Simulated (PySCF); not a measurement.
**MoO(OH)2: relaxation and vibrations of the singlet**

The task is one start of a wider search on MoO(OH)2: the singlet, from a T-shaped (ligand arrangement 1) start. It is relaxed, tested by its Hessian and followed downhill if it is a saddle.

Program: PySCF 2.14.0. Level of theory: PBE0, basis Mo def2-TZVP with ECP28, O def2-TZVP, H def2-TZVP, scalar-relativistic core potentials, no spin–orbit coupling, density fitting. These are calculated values, not measurements.

## Step 1: Starting geometry

6 atoms, charge 0, spin multiplicity 1.

Bond lengths: Mo1–O2 1.780 Å, Mo1–O3 2.010 Å, Mo1–O4 2.010 Å, O3–H5 0.960 Å, O4–H6 0.960 Å. Angles: O2–Mo1–O3 88.0°, O2–Mo1–O4 88.0°, O3–Mo1–O4 176.0°, Mo1–O3–H5 130.0°, Mo1–O4–H6 130.0°.

```xyz
6
charge 0 multiplicity 1
Mo    0.0000    0.0000    0.0000
O     0.0000    0.0000    1.7800
O     2.0088    0.0000    0.0701
O    -2.0088    0.0000    0.0701
H     2.6255   -0.7354    0.0917
H    -2.6255    0.7354    0.0917
```

## Step 2: The SCF at the typed geometry

The steps below are one call of a driver around PySCF. For each, scf.py gives the equivalent set-up of the SCF; relaxations use the driver's own optimiser. After this first run the driver tries any further starts and a stability analysis.

Input file scf.py:

```python
from pyscf import gto, scf, dft
mol = gto.M(atom='''
Mo     0.000000     0.000000     0.000000
O      0.000000     0.000000     1.780000
O      2.008800     0.000000     0.070100
O     -2.008800     0.000000     0.070100
H      2.625500    -0.735400     0.091700
H     -2.625500     0.735400     0.091700''',
    basis={'Mo': 'def2-TZVP', 'O': 'def2-TZVP', 'H': 'def2-TZVP'},
    ecp={'Mo': 'def2-TZVP'},
    charge=0, spin=0)
mf = dft.RKS(mol, xc='PBE0')
mf.grids.atom_grid = (50, 194)
aux = {'Mo': 'def2-universal-JKFIT', 'O': 'def2-universal-JKFIT', 'H': 'def2-universal-JKFIT'}
mf = mf.density_fit(auxbasis=aux)
mf.conv_tol = 1e-08
mf.diis_space = 10
mf.max_cycle = 60
mf.init_guess = 'minao'
mf.verbose = 4
mf.kernel()
```

Command:

```console
$ OMP_NUM_THREADS=4 python axn.py task.json out
```

What it wrote (excerpt; [...] marks lines left out):

```text
[... the frontier levels of the middle cycles are left out ...]
init E= -288.245342188411
  HOMO = -0.416542816670523  LUMO = -0.403486190369548  gap/eV = 0.35529
cycle= 1 E= -294.366849035458  delta_E= -6.12  |g|=  1.6  |ddm|=  4.1
  HOMO = -0.0907114381898992  LUMO = -0.0359485786544889  gap/eV = 1.49017
cycle= 2 E= -285.882575382934  delta_E= 8.48  |g|= 5.97  |ddm|=  3.9
  HOMO = -0.0932375722949068  LUMO = -0.0623254421405619  gap/eV = 0.84116
cycle= 3 E= -294.556730407646  delta_E= -8.67  |g|=  1.2  |ddm|= 3.65
cycle= 4 E= -294.743314152586  delta_E= -0.187  |g|= 0.864  |ddm|= 1.13
cycle= 5 E= -294.865662970689  delta_E= -0.122  |g|= 0.32  |ddm|= 0.572
cycle= 6 E= -294.886324199181  delta_E= -0.0207  |g|= 0.173  |ddm|= 0.252
cycle= 7 E= -294.895443107708  delta_E= -0.00912  |g|= 0.0605  |ddm|= 0.182
cycle= 8 E= -294.900070484394  delta_E= -0.00463  |g|= 0.0369  |ddm|= 0.204
cycle= 9 E= -294.903538031892  delta_E= -0.00347  |g|= 0.0272  |ddm|= 0.196
cycle= 10 E= -294.908558705374  delta_E= -0.00502  |g|= 0.019  |ddm|= 0.457
cycle= 11 E= -294.908646850173  delta_E= -8.81e-05  |g|= 0.0101  |ddm|= 0.0241
cycle= 12 E= -294.909497058413  delta_E= -0.00085  |g|= 0.012  |ddm|= 0.239
cycle= 13 E= -294.909560610395  delta_E= -6.36e-05  |g|= 0.0012  |ddm|= 0.0253
cycle= 14 E= -294.909570706691  delta_E= -1.01e-05  |g|= 0.000621  |ddm|= 0.0276
cycle= 15 E= -294.909570879746  delta_E= -1.73e-07  |g|= 0.000363  |ddm|= 0.00277
cycle= 16 E= -294.909570917709  delta_E= -3.8e-08  |g|= 2.72e-05  |ddm|= 0.000533
cycle= 17 E= -294.909570918264  delta_E= -5.56e-10  |g|= 2.47e-05  |ddm|= 0.000209
  HOMO = -0.240242298175065  LUMO = -0.132779593539537  gap/eV = 2.92421
Extra cycle  E= -294.90957091779  delta_E= 4.75e-10  |g|= 5.91e-05  |ddm|= 6.98e-05
converged SCF energy = -294.90957091779
```

This step, with its further starts and checks, needed 12 s of wall time on 4 threads of Arm Neoverse V2, shared host.

The starts that the driver tried:

```
                      start  energy (Eh)
    the minimal-basis guess  -294.909571
a thermally smeared density  -294.909571
      a smeared PBE density  -294.909571
```

The test of internal stability and the other starts found no lower closed-shell solution.

## Step 3: Relaxation: T-shaped (ligand arrangement 1) start, singlet

The program finds C2 symmetry in the start, which this walk keeps.

Changes to scf.py since step 2:

```diff
@@ -3,6 +3,6 @@
-Mo     0.000000     0.000000     0.000000
-O      0.000000     0.000000     1.780000
-O      2.008800     0.000000     0.070100
-O     -2.008800     0.000000     0.070100
-H      2.625500    -0.735400     0.091700
-H     -2.625500     0.735400     0.091700''',
+Mo     0.000000     0.000000    -0.208905
+O      0.000000     0.000000     1.571095
+O      2.008800     0.000000    -0.138805
+O     -2.008800    -0.000000    -0.138805
+H      2.625500    -0.735400    -0.117205
+H     -2.625500     0.735400    -0.117205''',
@@ -19 +18,0 @@
-mf.init_guess = 'minao'
```

Steps of the walk:

```
step  energy (Eh)  change (kJ/mol)  largest symmetric gradient (Eh/bohr)
   0  -294.909571             0.00                               0.17538
   1  -294.959882          -132.09                               0.03975
   2  -294.982252          -190.82                               0.02933
   3  -294.999438          -235.95                               0.01498
   4  -295.004638          -249.60                               0.03357
   5  -295.009790          -263.13                               0.01415
   6  -295.010331          -264.55                               0.00924
   7  -295.010568          -265.17                               0.00617
   8  -295.011067          -266.48                               0.00405
   9  -295.011920          -268.72                               0.00763
  10  -295.012114          -269.23                               0.00159
  11  -295.012166          -269.36                               0.00193
  12  -295.012182          -269.40                               0.00038
  13  -295.012182          -269.41                               0.00005
```

The walk took 31 s.

Positions (Å) and forces (eV/Å) along the way:

```
step 0
Mo   0.000   0.000  -0.209   0.000   0.000   9.018
O    0.000   0.000   1.571   0.000   0.000  -5.839
O    2.009   0.000  -0.139  -2.657  -0.330  -1.593
O   -2.009   0.000  -0.139   2.657   0.330  -1.593
H    2.626  -0.735  -0.117   0.072   0.233   0.003
H   -2.626   0.735  -0.117  -0.072  -0.233   0.003
step 1
Mo   0.000   0.000  -0.053   0.000   0.000   0.057
O    0.000   0.000   1.555   0.000   0.000   2.044
O    1.939  -0.014  -0.213  -1.291  -0.859  -0.995
O   -1.939   0.014  -0.213   1.291   0.859  -0.995
H    2.600  -0.717  -0.113  -0.269   0.722  -0.056
H   -2.600   0.717  -0.113   0.269  -0.722  -0.056
step 7
Mo   0.000   0.000   0.437   0.000   0.000  -0.011
O    0.000   0.000   2.103   0.000   0.000  -0.248
O    1.572  -0.200  -0.522   0.312  -0.319   0.159
O   -1.572   0.200  -0.522  -0.312   0.319   0.159
H    2.454  -0.538  -0.323  -0.310   0.242  -0.030
H   -2.454   0.538  -0.323   0.310  -0.242  -0.030
step 13
Mo   0.000   0.000   0.362   0.000   0.000   0.000
O    0.000   0.000   2.022   0.000   0.000   0.000
O    1.589  -0.305  -0.544   0.002   0.001   0.000
O   -1.589   0.305  -0.544  -0.002  -0.001   0.001
H    2.476  -0.477  -0.223  -0.002   0.001   0.000
H   -2.476   0.477  -0.223   0.002  -0.001  -0.001
```

End point (C2v, 13 steps, 269.4 kJ/mol gained): Mo–O 1.659 Å, Mo–O 1.854 Å (×2), O–H 0.959 Å (×2); H–O–Mo 131.2° (×2), O–Mo–O 119.3° (×2), O–Mo–O 121.5°.

## Step 4: Frequencies

The point is checked on the finer grid, and tightened if its gradient asks for it. The Hessian and the dipole derivatives come from central differences of analytic gradients, with steps of 0.02 bohr.

Changes to scf.py since step 3:

```diff
@@ -3,6 +3,6 @@
-Mo     0.000000     0.000000    -0.208905
-O      0.000000     0.000000     1.571095
-O      2.008800     0.000000    -0.138805
-O     -2.008800    -0.000000    -0.138805
-H      2.625500    -0.735400    -0.117205
-H     -2.625500     0.735400    -0.117205''',
+Mo    -0.000000     0.000000     0.023966
+O      0.000000     0.000000     1.683168
+O      1.588859    -0.305690    -0.881687
+O     -1.588859     0.305690    -0.881687
+H      2.476388    -0.476447    -0.559894
+H     -2.476388     0.476447    -0.559894''',
@@ -13 +13 @@
-mf.grids.atom_grid = (50, 194)
+mf.grids.atom_grid = (75, 302)
@@ -16 +16 @@
-mf.conv_tol = 1e-08
+mf.conv_tol = 1e-10
```

The driver hands on the density of the step before, so the log starts near convergence.

SCF at the final geometry:

```text
init E= -295.012057459345
  HOMO = -0.210666468939124  LUMO = -0.0917845228701992  gap/eV = 3.23494
cycle= 1 E= -295.012057459342  delta_E= 3.47e-12  |g|= 5.22e-06  |ddm|= 6.44e-06
  HOMO = -0.210668078387325  LUMO = -0.0917862134589527  gap/eV = 3.23494
Extra cycle  E= -295.012057459313  delta_E= 2.86e-11  |g|= 1.31e-05  |ddm|= 1.21e-05
converged SCF energy = -295.012057459313
```

The whole step took 63 s.

Geometry: C2v; Mo–O 1.659 Å, Mo–O 1.854 Å (×2), O–H 0.959 Å (×2); H–O–Mo 131.2° (×2), O–Mo–O 119.2° (×2), O–Mo–O 121.5°.

Harmonic modes (main isotopes):

```tsv
symmetry	ω (cm⁻¹)	IR (km/mol)	μ (u)
b1	97	15.7	4.29
a1	188	6.4	5.00
b2	236	21.5	4.46
a2	412	0.0	1.15
a1	432	200	1.20
b2	443	85.8	1.42
b1	475	170	1.28
a1	715	66.1	8.68
b2	777	158	7.32
a1	1073	176	17.95
b2	3911	481	1.07
a1	3915	0.4	1.07
```

All wavenumbers are real: a minimum.

Constants and moments:

| Property | Result |
| --- | --- |
| Dipole moment | 0.63 D |
| Highest occupied level | -5.73 eV |
| Lowest empty level | -2.50 eV |
| Rotational constants | 0.2379, 0.1746, 0.1007 cm⁻¹ |
| Zero-point energy | 75.8 kJ/mol |
| Principal polarisabilities | 49.3, 49.9, 53.8 bohr³ |
| Atomisation energy without zero-point energy | 2231 kJ/mol |
| Principal traceless quadrupole moments about the centre of mass | -11.86, -5.35, 17.21 D Å |
| Entropy at 298.15 K and 1 bar | 320.0 J/(mol K) |
| Heat capacity Cp at 298.15 K | 87.3 J/(mol K) |
| Enthalpy at 298.15 K above 0 K | 18.15 kJ/mol |
| Rotational symmetry number | 2 |

Populations by atom (charges in e):

```tsv
atom	Mulliken	Löwdin	polar tensor	Mayer order to Mo1
Mo1	1.32	0.56	1.55	–
O2	-0.57	-0.29	-0.67	2.11
O3,4	-0.74	-0.31	-0.78	1.00
H5,6	0.36	0.18	0.34	0.02
```

Mulliken populations on Mo1 (outside its core potential): s 2.58, p 6.17, d 3.87, f 0.07.

## Step 5: A spin-polarised start

A stability analysis found the closed shell of the lowest minimum unstable towards spin polarisation, so the unrestricted solution is followed.

The program finds C2v symmetry in the start, which may break. The walk stops when the largest gradient is under 0.0003 Eh/bohr and the energy has settled too.

Changes to scf.py since step 4:

```diff
@@ -3,6 +3,6 @@
-Mo    -0.000000     0.000000     0.023966
-O      0.000000     0.000000     1.683168
-O      1.588859    -0.305690    -0.881687
-O     -1.588859     0.305690    -0.881687
-H      2.476388    -0.476447    -0.559894
-H     -2.476388     0.476447    -0.559894''',
+Mo    -0.000000    -0.000000     0.024406
+O     -0.000000    -0.000000     1.683608
+O      1.588859    -0.305690    -0.881247
+O     -1.588859     0.305690    -0.881247
+H      2.476388    -0.476447    -0.559454
+H     -2.476388     0.476447    -0.559454''',
@@ -12,2 +12,2 @@
-mf = dft.RKS(mol, xc='PBE0')
-mf.grids.atom_grid = (75, 302)
+mf = dft.UKS(mol, xc='PBE0')
+mf.grids.atom_grid = (50, 194)
@@ -16 +16 @@
-mf.conv_tol = 1e-10
+mf.conv_tol = 1e-08
```

The optimiser's trace:

```
step  energy (Eh)  change (kJ/mol)  largest gradient (Eh/bohr)
   0  -295.015681             0.00                     0.01385
   1  -295.016256            -1.51                     0.00857
   2  -295.016485            -2.11                     0.00220
   3  -295.016559            -2.30                     0.00230
   4  -295.016503            -2.16                     0.00301
   5  -295.016640            -2.52                     0.00155
   6  -295.016646            -2.53                     0.00138
   7  -295.016666            -2.59                     0.00039
   8  -295.016667            -2.59                     0.00012
```

The walk took 36 s.

Positions (Å) and forces (eV/Å) along the way:

```
step 0
Mo   0.000   0.000   0.024   0.000   0.000   0.712
O    0.000   0.000   1.684   0.000   0.000   0.102
O    1.589  -0.306  -0.881   0.434  -0.081  -0.389
O   -1.589   0.306  -0.881  -0.434   0.081  -0.389
H    2.476  -0.476  -0.559  -0.047   0.009  -0.018
H   -2.476   0.476  -0.559   0.047  -0.009  -0.018
step 1
Mo   0.000   0.000   0.040   0.000   0.000   0.441
O    0.000   0.000   1.701   0.000   0.000  -0.090
O    1.595  -0.304  -0.889  -0.022   0.003  -0.203
O   -1.595   0.304  -0.889   0.022  -0.003  -0.203
H    2.481  -0.479  -0.568   0.038  -0.005   0.028
H   -2.481   0.479  -0.568  -0.037   0.005   0.028
step 4
Mo   0.004   0.018   0.098  -0.025  -0.113  -0.145
O   -0.001  -0.008   1.760   0.007   0.044  -0.104
O    1.565  -0.291  -0.911  -0.105   0.051   0.138
O   -1.568   0.275  -0.911   0.092   0.060   0.155
H    2.455  -0.481  -0.604  -0.043   0.004  -0.016
H   -2.454   0.487  -0.604   0.074  -0.046  -0.028
step 8
Mo   0.000   0.000   0.088   0.000   0.000  -0.004
O    0.000   0.000   1.749   0.000   0.000   0.001
O    1.563  -0.301  -0.906   0.000   0.001   0.006
O   -1.563   0.301  -0.906   0.002  -0.001   0.006
H    2.456  -0.473  -0.600  -0.001   0.000  -0.005
H   -2.456   0.473  -0.600  -0.001   0.000  -0.004
```

It settles in C2v symmetry, 2.6 kJ/mol below the start, after 8 steps: Mo–O 1.661 Å, Mo–O 1.877 Å (×2), O–H 0.959 Å (×2); H–O–Mo 129.4° (×2), O–Mo–O 116.1°, O–Mo–O 122.0° (×2).

## Step 6: Frequencies

The same treatment as at the point before.

Changes to scf.py since step 5:

```diff
@@ -3,6 +3,6 @@
-Mo    -0.000000    -0.000000     0.024406
-O     -0.000000    -0.000000     1.683608
-O      1.588859    -0.305690    -0.881247
-O     -1.588859     0.305690    -0.881247
-H      2.476388    -0.476447    -0.559454
-H     -2.476388     0.476447    -0.559454''',
+Mo    -0.000000    -0.000001     0.048195
+O     -0.000007    -0.000035     1.708834
+O      1.561530    -0.300458    -0.948024
+O     -1.561523     0.300497    -0.948024
+H      2.455648    -0.472516    -0.647628
+H     -2.455643     0.472542    -0.647629''',
@@ -13 +13 @@
-mf.grids.atom_grid = (50, 194)
+mf.grids.atom_grid = (75, 302)
@@ -16 +16 @@
-mf.conv_tol = 1e-08
+mf.conv_tol = 1e-10
```

Log of the central SCF (cycles and frontier levels):

```text
init E= -295.016541639598
[... the frontier-level lines of each cycle are left out ...]
cycle= 1 E= -295.01654163959  delta_E= 7.96e-12  |g|= 5.51e-06  |ddm|= 4.31e-06
Extra cycle  E= -295.016541639479  delta_E= 1.11e-10  |g|= 1.83e-05  |ddm|= 1.1e-05
converged SCF energy = -295.016541639479  <S^2> = 0.68041651  2S+1 = 1.929162
```

The whole step needed 2.1 min of wall time on 4 threads of Arm Neoverse V2, shared host.

Geometry: C2v; Mo–O 1.661 Å, Mo–O 1.876 Å (×2), O–H 0.959 Å (×2); H–O–Mo 129.7° (×2), O–Mo–O 115.9°, O–Mo–O 122.1° (×2).

Modes, for the most abundant isotopes:

| ω (cm⁻¹) | IR (km/mol) | μ (u) |
| --- | --- | --- |
| 95 | 21.5 | 2.93 |
| 178 | 2.3 | 5.30 |
| 205 | 30.2 | 5.41 |
| 298 | 0.0 | 1.15 |
| 337 | 180 | 1.49 |
| 507 | 105 | 1.42 |
| 511 | 217 | 1.21 |
| 669 | 71.9 | 7.34 |
| 736 | 167 | 5.51 |
| 1069 | 193 | 17.96 |
| 3917 | 429 | 1.07 |
| 3920 | 2.8 | 1.07 |

Every mode is real; the point is a minimum.

The SCF density has lower symmetry than the nuclear frame, so the modes carry no labels.

Properties at this point:

```
Dipole moment                                                   : 0.31 D
Highest occupied level                                          : -6.07 eV
Lowest empty level                                              : -2.29 eV
Rotational constants                                            : 0.2203, 0.1803, 0.09915 cm⁻¹
Zero-point energy                                               : 74.4 kJ/mol
Principal polarisabilities                                      : 44.3, 49.4, 53.5 bohr³
Atomisation energy without zero-point energy                    : 2243 kJ/mol
Principal traceless quadrupole moments about the centre of mass : -13.02, -2.69, 15.71 D Å
Entropy at 298.15 K and 1 bar                                   : 324.9 J/(mol K)
Heat capacity Cp at 298.15 K                                    : 89.1 J/(mol K)
Enthalpy at 298.15 K above 0 K                                  : 18.79 kJ/mol
Rotational symmetry number                                      : 2
Spin squared ⟨S²⟩                                               : 0.680
```

Populations by atom (charges in e):

```json
{"atom": "Mo1", "Mulliken": "1.37", "Löwdin": "0.62", "polar tensor": "1.81", "spin (Mulliken)": "0.00", "Mayer order to Mo1": "–"}
{"atom": "O2", "Mulliken": "-0.57", "Löwdin": "-0.29", "polar tensor": "-0.74", "spin (Mulliken)": "0.00", "Mayer order to Mo1": "2.08"}
{"atom": "O3,4", "Mulliken": "-0.75", "Löwdin": "-0.34", "polar tensor": "-0.87", "spin (Mulliken)": "0.00", "Mayer order to Mo1": "0.95"}
{"atom": "H5,6", "Mulliken": "0.35", "Löwdin": "0.17", "polar tensor": "0.33", "spin (Mulliken)": "0.00", "Mayer order to Mo1": "0.02"}
```

Mulliken populations on Mo1 (outside its core potential): s 2.46, p 6.18, d 3.93, f 0.06.

## Step 7: The points found, side by side

| spin | group | bonds | imaginary modes (cm⁻¹) | ΔE (kJ/mol) | with zero-point energy |
| --- | --- | --- | --- | --- | --- |
| broken-symmetry (Ms = 0) | C2v (density of lower symmetry) | Mo–O 1.661 Å, Mo–O 1.876 Å (×2), O–H 0.959 Å (×2) | none | 0.0 | 0.0 |
| singlet | C2v | Mo–O 1.659 Å, Mo–O 1.854 Å (×2), O–H 0.959 Å (×2) | none | 11.8 | 13.2 |

## Step 8: Outcome

| quantity | value |
| --- | --- |
| minimum | broken-symmetry (Ms = 0), C2v |
| geometry | Mo–O 1.661 Å, Mo–O 1.876 Å (×2), O–H 0.959 Å (×2); H–O–Mo 129.7° (×2), O–Mo–O 115.9°, O–Mo–O 122.1° (×2) |
| wavenumbers (cm⁻¹) | 95, 178, 205, 298, 337, 507, 511, 669, 736, 1069, 3917, 3920 |
| dipole moment | 0.31 D |
| highest occupied, lowest empty level (either spin) | -6.07, -2.29 eV |
| polar-tensor charge of Mo1 | +1.81 e |
| zero-point energy | 74.4 kJ/mol |
| entropy at 298.15 K | 324.9 J/(mol K) |
| atomisation energy (no zero-point energy) | 2243 kJ/mol |
| ⟨S²⟩ | 0.680 |

From C2 at the start the molecule goes to a C2v minimum. The determinant is spin-contaminated (⟨S²⟩ = 0.68 against 0.00), so it is no pure spin state. The strongest infrared band lies at 3917 cm⁻¹. Other starts or spin states, not run here, may lie lower. The SCF density has lower symmetry than the nuclear frame.

The search up to here took 4.6 min.
